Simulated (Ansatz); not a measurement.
# Ge3MoRu: the cost of one run

Method: DFT PBE, scalar-relativistic, plane waves, PAW, in Ansatz 0.2.0.

### 1 The starting structure

The structure is cubic, space group Pm-3m (No. 221). The conventional cell has a = 4.409 Å, b = 4.409 Å, c = 4.409 Å, α = 90.00°, β = 90.00°, γ = 90.00°. Ge (site symmetry 4/mmm) is surrounded by 2 Mo at 2.20 Å. Mo (site symmetry m-3m) has 6 Ge at 2.20 Å as nearest neighbours. Ru (site symmetry m-3m) is surrounded by 12 Ge at 3.12 Å.

As a file:

```cif
data_structure
_symmetry_space_group_name_H-M 'P 1'
_symmetry_Int_Tables_number 1
_cell_length_a 4.4089
_cell_length_b 4.4089
_cell_length_c 4.4089
_cell_angle_alpha 90.000
_cell_angle_beta 90.000
_cell_angle_gamma 90.000
_cell_volume 85.70
loop_
_atom_site_label
_atom_site_type_symbol
_atom_site_fract_x
_atom_site_fract_y
_atom_site_fract_z
_atom_site_occupancy
Ge1 Ge 0.50000 0.00000 0.00000 1
Ge2 Ge 0.00000 0.50000 0.00000 1
Ge3 Ge 0.00000 0.00000 0.50000 1
Mo1 Mo 0.00000 0.00000 0.00000 1
Ru1 Ru 0.50000 0.50000 0.50000 1
```

A structure generator made this guess: species swapped into a database cell of Gd3TlC (Pm-3m, No. 221), with Ge on the Gd sites, Ru on the Tl sites and Mo on the C sites. Lengths come from tabulated atomic sizes and are only a guess.

### 2 The guess as it stands, on a coarse mesh

Contents of input.yaml:

```yaml
crystal:
  lattice:
    - [4.40888475, 0.0, 0.0]
    - [0.0, 4.40888475, 0.0]
    - [0.0, 0.0, 4.40888475]
  atoms:
    - { symbol: Ge, position: [0.5, 0.0, 0.0] }
    - { symbol: Ge, position: [0.0, 0.5, 0.0] }
    - { symbol: Ge, position: [0.0, 0.0, 0.5] }
    - { symbol: Mo, position: [0.0, 0.0, 0.0] }
    - { symbol: Ru, position: [0.5, 0.5, 0.5] }
basis:
  ecutwfc: 420
kpoints:
  mp_grid: { grid: [4, 4, 4] }
hamiltonian:
  xc: pbe
scf:
  occupations: { method: gaussian, width: 0.1 }
  lower_state_search: "off"
output:
  forces: true
  stress: true
  eigenvalues: true
```

The run is started by

```
$ ansatz run input.yaml --threads 1 --pin off --max-ram 2560MiB --backend cpu --events-out ev --progress --plain --runs-dir out
```

**Question.** How long does this run take on 1 thread of Arm Neoverse V2, shared host, and how much memory does it need?

About 2.1 s, with a peak of 0.36 GiB.
